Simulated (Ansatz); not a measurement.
# Al₂H₂F₄: small, medium and large basis sets

The task here is to estimate one member of a computed series from the others.

Method: one geometry, several basis sets; program: Ansatz 0.2.0, Gaussian basis.

Levels to be run: PBE0-D4/def2-SVP; ωB97M-V/def2-SVP; PBE0-D4/def2-QZVPP; ωB97M-V/def2-QZVPP; the functionals' def2-TZVPP values are taken from earlier runs.

### The relaxed structure

All runs share one geometry, relaxed beforehand with PBE0-D4 in a triple-zeta def2 set.

SMILES `[F][Al@H-]1[F+][Al@@H-]([F])[F+]1`, 8 atoms, charge 0, spin multiplicity 1.

Atoms are counted from 1 here; the program's logs count them from 0.

Bond lengths: F1–Al2 1.639 Å, Al2–F3 1.815 Å, Al2–F6 1.815 Å, Al2–H7 1.557 Å, F3–Al4 1.815 Å, Al4–F5 1.639 Å, Al4–F6 1.815 Å, Al4–H8 1.557 Å. Angles: F1–Al2–F3 109.1°, F1–Al2–F6 109.1°, F1–Al2–H7 124.4°, F3–Al2–F6 80.4°, F3–Al2–H7 112.7°, F6–Al2–H7 112.7°, Al2–F3–Al4 99.6°, F3–Al4–F5 109.1°, F3–Al4–F6 80.4°, F3–Al4–H8 112.7°, F5–Al4–F6 109.1°, F5–Al4–H8 124.4°, F6–Al4–H8 112.7°, Al2–F6–Al4 99.6°.

Geometry (Å):

```mol
Al2F4H2
  3D, bonds by distance, orders not assigned

  8  8  0  0  0  0  0  0  0  0999 V2000
    2.0361   -1.4155    0.5273 F   0  0
    1.2681    0.0315    0.5600 Al  0  0
    0.4516    0.3054   -1.0374 F   0  0
   -1.2742    0.0355   -0.5456 Al  0  0
   -1.7779   -1.4096   -1.1312 F   0  0
   -0.4590   -0.2251    1.0546 F   0  0
    1.8758    1.3358    1.1552 H   0  0
   -2.1206    1.3420   -0.5828 H   0  0
  1  2  8  0
  2  3  8  0
  3  4  8  0
  4  5  8  0
  4  6  8  0
  2  7  8  0
  4  8  8  0
  2  6  8  0
M  END
```

The first run:

The input, in.yaml:

```yaml
crystal:
  periodic: [false, false, false]
  atoms:
    - {symbol: F, position_ang: [2.036141, -1.415504, 0.527350]}
    - {symbol: Al, position_ang: [1.268076, 0.031539, 0.559959]}
    - {symbol: F, position_ang: [0.451620, 0.305375, -1.037440]}
    - {symbol: Al, position_ang: [-1.274195, 0.035529, -0.545625]}
    - {symbol: F, position_ang: [-1.777852, -1.409585, -1.131190]}
    - {symbol: F, position_ang: [-0.458976, -0.225101, 1.054585]}
    - {symbol: H, position_ang: [1.875760, 1.335757, 1.155183]}
    - {symbol: H, position_ang: [-2.120584, 1.341980, -0.582813]}
basis:
  gaussian: {orbitals: def2-SVP}
hamiltonian: {xc: pbe0, dispersion: d4}
output: {orbitals: {seedname: orbitals}}
```

The run is started by

```bash
$ ansatz run in.yaml --threads 4 --pin off --events-out ev --progress --plain --max-ram 10444MiB
```

Among the steps run: PBE0-D4 in def2-SVP; ωB97M-V in def2-SVP; PBE0-D4 in def2-QZVPP; ωB97M-V in def2-QZVPP.

One of the session's tables, all rows but one given; the rest of the session is left out.

```
functional       basis  HOMO (eV)  LUMO (eV)
   PBE0-D4    def2-SVP      -9.90       0.13
   PBE0-D4  def2-TZVPP      -9.94      -0.28
   PBE0-D4  def2-QZVPP          ?          ?
   ωB97M-V    def2-SVP     -12.14       1.79
   ωB97M-V  def2-TZVPP     -12.23       1.22
   ωB97M-V  def2-QZVPP     -12.25       0.66
```

Estimate the missing values for PBE0-D4, def2-QZVPP.

The run gave: HOMO (eV): -9.95; LUMO (eV): -0.46. In the column «HOMO (eV)» it lies between ωB97M-V, def2-SVP (-12.14) and PBE0-D4, def2-TZVPP (-9.94).
